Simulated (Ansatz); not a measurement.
**BH₃Br (doublet): from Hartree-Fock to the top rungs at distance Br1–H2 along a hydrogen transfer = 2.013 Å, cc-pVDZ**

Aim: climb from Hartree-Fock through coupled cluster and multireference methods for BH₃Br (doublet) at one geometry and basis, and see what each rung misses.

Computed with Ansatz 0.2.0, Gaussian basis. Level: cc-pVDZ, core rule «outside noble gas», up to 15 orbitals frozen.

To be run: UHF; CCSD(T) on ROHF; CCSD(T) on UHF; BCCD(T) on ROHF; CISD; CCSDT(Q) on ROHF; CCSDT(Q) on UHF; CASSCF and MRCISD+Q, 3 electrons in 3 orbitals; CASSCF and NEVPT2, 3 electrons in 3 orbitals; CASSCF and NEVPT2, 13 electrons in 11 orbitals.

8 further runs of the same task are left out: 2 for a mislabelled method, 6 that didn't finish.

## Step 1: What is computed

The geometry derives from fragments relaxed apart (PBE0/def2-TZVP) and kept rigid, so it is no stationary point. A hydrogen atom is moved between rigid fragments. No spin-orbit coupling is included. The filled d shell of Br may be among the frozen orbitals whatever the setting's name suggests; the logs give the count.

5 atoms, charge 0, spin multiplicity 2.

Atoms are counted from 1 here; the program's logs count them from 0.

Bond lengths: H2–B3 1.269 Å, B3–H4 1.191 Å, B3–H5 1.191 Å. Angles: H2–B3–H4 115.3°, H2–B3–H5 115.3°, H4–B3–H5 129.4°.

## Step 2: UHF

in.yaml

```yaml
crystal:
  periodic: [false, false, false]
  atoms:
    - {symbol: Br, position_ang: [-0.481690, 0.000000, 0.000000]}
    - {symbol: H, position_ang: [1.531310, 0.000000, 0.000000]}
    - {symbol: B, position_ang: [2.800310, 0.000000, 0.000000]}
    - {symbol: H, position_ang: [3.309383, 0.000000, 1.077008]}
    - {symbol: H, position_ang: [3.309383, 0.000000, -1.077008]}
basis:
  gaussian: {orbitals: cc-pVDZ}
magnetization: {spin_polarized: true, initial_magnetization: 1}
hamiltonian: {xc: hf}
output: {orbitals: {seedname: orbitals}}
```

Started as:

```
ansatz run in.yaml --threads 1 --pin off --events-out ev --progress --plain --max-ram 2393MiB
```

After this run come: CCSD(T) on ROHF; CCSD(T) on UHF; BCCD(T) on ROHF; CISD; CCSDT(Q) on ROHF; CCSDT(Q) on UHF; CASSCF and MRCISD+Q, 3 electrons in 3 orbitals; CASSCF and NEVPT2, 3 electrons in 3 orbitals; CASSCF and NEVPT2, 13 electrons in 11 orbitals.

**Question.** What will the summary of the whole plan be? Wanted: UCCSDT(Q) below the RHF energy; RMP2 from UCCSDT(Q); UMP2 from UCCSDT(Q); RCCSD from UCCSDT(Q); RCCSD(T) from UCCSDT(Q); UCCSD(T) from UCCSDT(Q); RCCSDT(Q) from UCCSDT(Q); NEVPT2 pair from UCCSDT(Q); MRCISD+Q pair from UCCSDT(Q).

**Answer**, as computed:

| quantity | value |
| --- | --- |
| UCCSDT(Q) below the RHF energy | -6.5125 eV |
| RMP2 from UCCSDT(Q) | +1120.0 meV |
| UMP2 from UCCSDT(Q) | +1133.5 meV |
| RCCSD from UCCSDT(Q) | +117.5 meV |
| RCCSD(T) from UCCSDT(Q) | +25.6 meV |
| UCCSD(T) from UCCSDT(Q) | +24.0 meV |
| RCCSDT(Q) from UCCSDT(Q) | +1.7 meV |
| NEVPT2 pair from UCCSDT(Q) | +1126.0 meV |
| MRCISD+Q pair from UCCSDT(Q) | +28.8 meV |
| NEVPT2 valence from UCCSDT(Q) | +1298.8 meV |
| levels within 1 kcal/mol (43 meV) | RCCSD(T), UCCSD(T), BCCD(T), RCCSDT, UCCSDT, RCCSDT(Q), MRCISD+Q pair |
| T1 diagnostic | 0.016 |
| effectively unpaired electrons | 1.01 |

RCCSD(T) misses by +25.6 meV, 0.4 % of the correlation energy. One determinant dominates. Of the multireference levels listed MRCISD+Q pair comes nearest in total energy (+28.8 meV), which doesn't show that its space is the better one. These misses are within one basis, not against nature; the frozen cores of restricted and unrestricted runs differ, which can shift their rows.
